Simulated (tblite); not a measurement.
# C5H11BOSi: the cost of one run

Programs: tblite 0.8.0 and PySCF 2.14.0, with density-fitted response routines of our own. Each step states its level of theory. These are calculated values for one molecule in the gas phase, unless marked as measured. Atoms count from 0, in the outputs and in this text.

## Step 1: Starting geometry

19 atoms, charge 0, multiplicity 1; geometry from: force field or distance geometry start.

Bonds of the start (Å): C0–C1 1.48, C1–C2 1.19, C2–B3 1.54, B3–Si4 1.95, Si4–C5 1.87, C5–O6 1.41, O6–C7 1.41, C0–H8 1.11, C0–H9 1.10, C0–H10 1.11, B3–H11 1.17, Si4–H12 1.47, Si4–H13 1.47, C5–H14 1.11, C5–H15 1.13, C7–H16 1.11, C7–H17 1.11, C7–H18 1.12.

## Step 2: Optimising the geometry with GFN2-xTB

Job settings and geometry (Å):

```
{"job": {"kind": "relax", "xc": "GFN2-xTB", "basis": "xTB"}, "charge": 0, "multiplicity": 1}
C      4.641900     0.549000     0.054600
C      3.226100     0.395500    -0.338700
C      2.084900     0.254400    -0.641800
B      0.605100     0.094700    -1.053900
Si    -0.460600    -1.320200    -0.230700
C     -1.900100    -0.564300     0.683400
O     -2.702700     0.146600    -0.231100
C     -3.776400     0.733300     0.469400
H      4.793200     1.564800     0.474100
H      5.275100     0.414800    -0.831700
H      4.893000    -0.208300     0.819800
H      0.112000     0.821500    -1.824900
H     -0.972700    -2.211900    -1.278100
H      0.377900    -2.086600     0.696800
H     -2.465500    -1.384900     1.165500
H     -1.480100     0.115400     1.476100
H     -3.424400     1.466300     1.224400
H     -4.415000     1.272200    -0.263300
H     -4.421400    -0.042800     0.952100
```

On the command line:

```
$ OMP_NUM_THREADS=1 python probes_run.py task.json out
```

One launch serves the whole session: the jobs run in the order shown.

**Question.** How long does this first job take on 1 thread of Arm Neoverse N1, shared host, and how much memory does it need?

About 1.2 s, with a peak of 0.18 GiB.
